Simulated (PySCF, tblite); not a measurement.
**C₅H₈OS₂Si: geometry, infrared bands and NMR shifts**

What infrared bands and NMR shifts should C₅H₈OS₂Si (`CC#C[C@@H]1CS[Si@H](O)S1`) show?

The runs use tblite 0.8.0 and PySCF 2.14.0, with density-fitted response routines of our own; the level of theory stands in each step. All values are computed, except where a source is named. Atoms are numbered from 0 throughout.

### Step 1. The starting structure

17 atoms, charge 0, multiplicity 1; geometry from: force field or distance geometry start.

Bonds of the start (Å): C0–C1 1.49, C1–C2 1.20, C2–C3 1.47, C3–C4 1.47, C4–S5 1.81, S5–Si6 2.17, Si6–O7 1.69, Si6–S8 2.16, S8–C3 1.78, C0–H9 1.10, C0–H10 1.12, C0–H11 1.09, C3–H12 1.15, C4–H13 1.13, C4–H14 1.11, Si6–H15 1.47, O7–H16 0.97.

### Step 2. Relaxing the molecule with GFN2-xTB

Job settings and geometry (Å):

```
{"job": {"kind": "relax", "xc": "GFN2-xTB", "basis": "xTB"}, "charge": 0, "multiplicity": 1}
C      3.316800     0.617100    -0.291400
C      1.984500     0.051900     0.065000
C      0.936900    -0.435100     0.387000
C     -0.364300    -1.013800     0.732400
C     -1.064500    -1.697400    -0.362500
S     -1.687800    -0.487000    -1.559000
Si    -2.528400     0.929000    -0.144500
O     -2.113900     2.501900    -0.601100
S     -1.400800     0.188700     1.544200
H      4.101200     0.175400     0.344500
H      3.216300     1.717600    -0.136000
H      3.518500     0.319300    -1.321400
H     -0.189900    -1.821000     1.529500
H     -0.345900    -2.347400    -0.946400
H     -1.853300    -2.352800     0.051800
H     -3.964100     0.688700     0.070000
H     -1.568000     2.977000     0.044700
```

On the command line:

```
$ OMP_NUM_THREADS=1 python probes_run.py task.json out
```

The driver reads the jobs from task.json and runs them one after another.

**Question.** This job is followed by: GFN2-xTB harmonic vibrations, gas phase; GIAO PBE0/pcSseg-1 NMR shielding, non-relativistic, gas phase. What will the session give for the following? strongest single infrared mode (GFN2-xTB); zero-point energy (GFN2-xTB); ¹³C shifts against TMS (PBE0/pcSseg-1); ¹H shifts against TMS (PBE0/pcSseg-1, means over atoms taken as alike); ³³S shifts against CS2 (PBE0/pcSseg-1); ²⁹Si shifts against TMS (PBE0/pcSseg-1); ¹⁷O shifts against H2O (PBE0/pcSseg-1).

**Answer**, as computed:

| quantity | value |
| --- | --- |
| strongest single infrared mode (GFN2-xTB) | 780 cm⁻¹, 388 km/mol |
| zero-point energy (GFN2-xTB) | 73.3 kcal/mol |
| ¹³C shifts against TMS (PBE0/pcSseg-1) | 93.0, 86.8, 48.9, 44.0, 4.9 ppm |
| ¹H shifts against TMS (PBE0/pcSseg-1, means over atoms taken as alike) | 5.75, 3.96, 3.02, 2.86, 2.37, 2.04 ppm |
| ³³S shifts against CS2 (PBE0/pcSseg-1) | 34, -104 ppm |
| ²⁹Si shifts against TMS (PBE0/pcSseg-1) | 15.9 ppm |
| ¹⁷O shifts against H2O (PBE0/pcSseg-1) | 67.2 ppm |

Relaxing lowered the energy by 0.512 eV in 137 steps; the close pair that moved most is Si6–O7, from 1.689 to 1.613 Å. All 45 modes are real, so the xTB geometry is a minimum. GFN2-xTB is a fitted tight-binding method: band positions and strengths are rough. Its intensities can rank the bands wrongly. At PBE0/pcSseg-1: The widest tensor belongs to S8: span 374 ppm, with a paramagnetic part of -589 ppm.
